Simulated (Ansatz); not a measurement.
Working through energies of removing a hydrogen of ClGeH4NO2, SMILES [NH2][Ge]([OH])([OH])[Cl]

Program: the Python package of Ansatz (0.2.0).

Notebook, run cell by cell (the value of a cell's last expression is shown):

**Cell 1**
```python
import ansatz
```

**Cell 2**
```python
def energy(molecule, charge=0, unpaired=0):
    calc = (
        molecule.calculation()
        .basis(gaussian="cc-pVDZ")
        .functional("cam_b3lyp")
    )
    if charge:
        calc = calc.charge(charge)
    if unpaired:
        calc = calc.spin("collinear", total=unpaired)
    report = calc.run().report
    if report["published_state_doubts"]:
        print("  doubts:", report["published_state_doubts"])
    return report["free_energy_ev"]
```

**Cell 3**
```python
def without(molecule, index):
    rest = ansatz.Crystal.molecule()
    for i, site in enumerate(molecule.cartesian_sites):
        if i != index:
            rest = rest.atom(site.symbol, site.position_ang)
    return rest
```

**Cell 4**
```python
geometry_ang = [
    ("N", (-0.7015, 0.0011, -1.5641)),
    ("Ge", (0.0477, -0.0019, 0.1058)),
    ("O", (1.0091, -1.4801, 0.2402)),
    ("O", (-1.142, 0.0125, 1.3656)),
    ("Cl", (1.3176, 1.7355, 0.3318)),
    ("H", (-1.2716, 0.9647, -1.6374)),
    ("H", (0.0504, 0.1002, -2.2717)),
    ("H", (1.491, -1.4015, 1.1464)),
    ("H", (-0.7123, 0.0232, 2.2662)),
]
molecule = ansatz.Crystal.molecule()
for symbol, xyz in geometry_ang:
    molecule = molecule.atom(symbol, xyz)
```

**Cell 5**
```python
whole = energy(molecule, 0)
hydrogen = energy(ansatz.Crystal.molecule().atom("H", (0, 0, 0)), 0, 1)
print(f"E(molecule) = {whole:.5f} eV, E(H) = {hydrogen:.5f} eV")
for index in [6, 8]:
    radical = energy(without(molecule, index), 0, 1)
    print(f"H{index}: homolysis {23.060548 * (radical + hydrogen - whole):.1f} kcal/mol")
    anion = energy(without(molecule, index), -1)
    print(f"H{index}: loss of a proton {23.060548 * (anion - whole):.1f} kcal/mol")
```
Output:
```text
E(molecule) = -74693.71933 eV, E(H) = -13.54839 eV
H6: homolysis 112.1 kcal/mol
H6: loss of a proton 389.5 kcal/mol
H8: homolysis 118.8 kcal/mol
H8: loss of a proton 368.9 kcal/mol
```

These settings explore the input space; basis and method may be short of convergence. The geometry is a force-field or estimated start, not a minimum of this method, and the basis set is short of its limit. All parts are taken at fixed geometry, without zero-point energy. Anions want diffuse functions, which this basis lacks. Finished in 55 s on 1 thread of Arm Neoverse V1 (shared host), peak memory 0.53 GiB.

(Lines on the test bed's own set-up are left out of the output.)
